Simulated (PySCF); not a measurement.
# CH8AlAs: the cost of one run

Computed with PySCF 2.14.0 and routines of our own; the level stands in each step. Atoms count from 0.

### Step 1. The system as given

11 atoms, charge 0, multiplicity 1; geometry from: GFN2-xTB.

### Step 2. Optimising the geometry at PBE0-D3(BJ)/def2-SVP

Job settings and geometry (Å):

```
{"job": {"xc": "PBE0", "basis": "def2-SVP", "d3": "d3bj", "grid": 1, "maxiter": 30, "shake": 0.01, "kind": "geom"}, "charge": 0, "multiplicity": 1}
C     -1.309340     0.559090    -0.060280
As    -0.201020    -0.881440    -0.697410
Al     1.876830     0.179710     0.408810
H     -2.279350     0.248710     0.260160
H     -1.456070     1.314910    -0.870560
H     -0.817820     1.074460     0.767270
H     -1.138840    -1.419260    -1.725850
H     -0.634570    -1.890050     0.292430
H      1.257960    -0.097490     1.853950
H      3.068230    -0.726740    -0.063560
H      1.672090     1.612250    -0.180640
```

The run is started by

```sh
$ OMP_NUM_THREADS=1 python heavy_run.py task.json out
```

One launch serves the whole session: the jobs run in the order shown.

Q: Estimate the wall time and peak memory of this first job on 1 thread of Arm Neoverse V2, shared host.

About 50 s, with a peak of 0.43 GiB.
